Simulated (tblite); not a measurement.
# C4H12N2Si3: the cost of one run

Computed with tblite 0.8.0 and PySCF 2.14.0, with density-fitted response routines of our own, on a single molecule, in the gas phase or a continuum. Atoms count from 0, in the outputs and in this text.

### Step 1. The starting structure

21 atoms, charge 0, multiplicity 1; geometry from: force field or distance geometry start.

Bonds of the start (Å): Si0–N1 1.81, N1–Si2 1.76, N1–C3 1.42, C3–C4 1.38, C4–C5 1.38, C5–N6 1.35, N6–Si7 1.79, N6–C8 1.34, C8–C3 1.39, Si0–H9 1.49, Si0–H10 1.47, Si0–H11 1.46, Si2–H12 1.48, Si2–H13 1.49, Si2–H14 1.46, C4–H15 1.08, C5–H16 1.10, Si7–H17 1.47, Si7–H18 1.46, Si7–H19 1.45, C8–H20 1.09.

### Step 2. Geometry optimisation with GFN2-xTB

The job: settings as JSON, then the geometry in Å.

```
{"job": {"kind": "relax", "xc": "GFN2-xTB", "basis": "xTB"}, "charge": 0, "multiplicity": 1}
Si    -2.356300    -0.113100     1.562900
N     -1.630200    -0.011300    -0.093200
Si    -2.541900     0.499100    -1.513700
C     -0.255800    -0.377400    -0.167700
C      0.331300    -1.579800    -0.499900
C      1.686500    -1.355700    -0.395500
N      1.941800    -0.091400     0.000600
Si     3.505500     0.726400     0.327100
C      0.761900     0.520200     0.154800
H     -2.091600     1.176700     2.262000
H     -1.707100    -1.136900     2.385700
H     -3.788200    -0.357400     1.418300
H     -1.621200     1.210300    -2.422600
H     -3.568000     1.522100    -1.170400
H     -3.255700    -0.573600    -2.194600
H     -0.160500    -2.494200    -0.795900
H      2.470900    -2.097100    -0.589500
H      3.234700     2.112300     0.750800
H      4.227700     0.101400     1.431700
H      4.237400     0.789200    -0.918600
H      0.569900     1.547000     0.467100
```

On the command line:

```
$ OMP_NUM_THREADS=1 python probes_run.py task.json out
```

The driver reads the jobs from task.json and runs them one after another.

**Question.** How long does this first job take on 1 thread of Intel Xeon at 2.70GHz, shared host, and how much memory does it need?

About 3.7 s, with a peak of 0.18 GiB.
